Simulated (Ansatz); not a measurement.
# InH₂ radical: one species, many methods

The task here is to estimate one member of a computed series from the others.

Computed with Ansatz 0.2.0, Gaussian basis. Level: functionals in def2-TZVPP, the program's frozen cores in correlated methods.

Levels to be run: LDA (SPW92), PBE-D4, revPBE-D4, BLYP-D4, r2SCAN-D4, B97M-V, PBE0-D4, B3LYP-D4, r2SCANh-D4, r2SCAN0-D4, HSE06-D4, BHLYP-D4, CAM-B3LYP-D4, LC-ωPBE, ωB97X-V, ωB97M-V, B2PLYP, PBE-QIDH; CCSD(T)/def2-SVP; CCSD(T)/def2-TZVPP; CCSD(T)/def2-QZVPP; extrapolation to the limit; RPA on PBE.

### The geometry

The geometry comes from an earlier relaxation with PBE0-D4 in a triple-zeta def2 set; it is a stationary point. In takes the def2 core potential; no spin-orbit term is included.

SMILES `[InH2]`, 3 atoms, charge 0, spin multiplicity 2.

Atoms are counted from 1 here; the program's logs count them from 0.

Bond lengths: In1–H2 1.758 Å, In1–H3 1.758 Å. Angles: H2–In1–H3 120.6°.

Set-up of the first run:

Contents of in.yaml:

```yaml
crystal:
  periodic: [false, false, false]
  atoms:
    - {symbol: In, position_ang: [0.384621, -0.425448, 0.149772]}
    - {symbol: H, position_ang: [0.691343, 1.265398, 0.521622]}
    - {symbol: H, position_ang: [-1.086865, -0.904750, -0.684694]}
basis:
  gaussian: {orbitals: def2-TZVPP}
magnetization: {spin_polarized: true, initial_magnetization: 1}
hamiltonian: {xc: lda}
output: {orbitals: {seedname: orbitals}}
```

Among the steps run: LDA; PBE-D4 (GGA); revPBE-D4 (GGA); BLYP-D4 (GGA); r2SCAN-D4 (meta-GGA); B97M-V (meta-GGA); PBE0-D4 (hybrid); B3LYP-D4 (hybrid); r2SCANh-D4 (hybrid); r2SCAN0-D4 (hybrid); HSE06-D4 (hybrid); BHLYP-D4 (hybrid); CAM-B3LYP-D4 (range-separated); LC-ωPBE-D4 (range-separated; the results give it without D4); ωB97X-V (range-separated); ωB97M-V (range-separated); B2PLYP (double hybrid); PBE-QIDH (double hybrid).

One table of the session follows, with a row left open; its other results are not shown here.

It belongs to the step «Frontier levels by functional». 

| functional | HOMO (eV) | LUMO (eV) | gap (eV) |
| --- | --- | --- | --- |
| LDA (SPW92) | -4.55 | -3.74 | 0.81 |
| PBE-D4 | -4.50 | -3.44 | 1.05 |
| revPBE-D4 | -4.47 | -3.34 | 1.13 |
| BLYP-D4 | -4.36 | -3.52 | 0.84 |
| r2SCAN-D4 | -4.83 | -3.03 | 1.80 |
| B97M-V | -4.55 | -3.71 | 0.84 |
| PBE0-D4 | -5.43 | -2.57 | 2.86 |
| B3LYP-D4 | -5.25 | -3.01 | 2.24 |
| r2SCANh-D4 | -5.17 | -2.74 | 2.44 |
| r2SCAN0-D4 | -5.69 | -2.31 | 3.37 |
| HSE06-D4 | -5.04 | -2.94 | 2.10 |
| BHLYP-D4 | -6.23 | -1.91 | 4.31 |
| CAM-B3LYP-D4 | -6.60 | -1.80 | 4.80 |
| LC-ωPBE | -7.87 | -0.42 | 7.45 |
| ωB97X-V | -7.43 | -0.74 | 6.69 |
| ωB97M-V | ? | ? | ? |

Estimate the missing values for ωB97M-V.

**Answer.** HOMO (eV): -7.39; LUMO (eV): -0.99; gap (eV): 6.41. In the column «HOMO (eV)» it lies between ωB97X-V (-7.43) and CAM-B3LYP-D4 (-6.60).
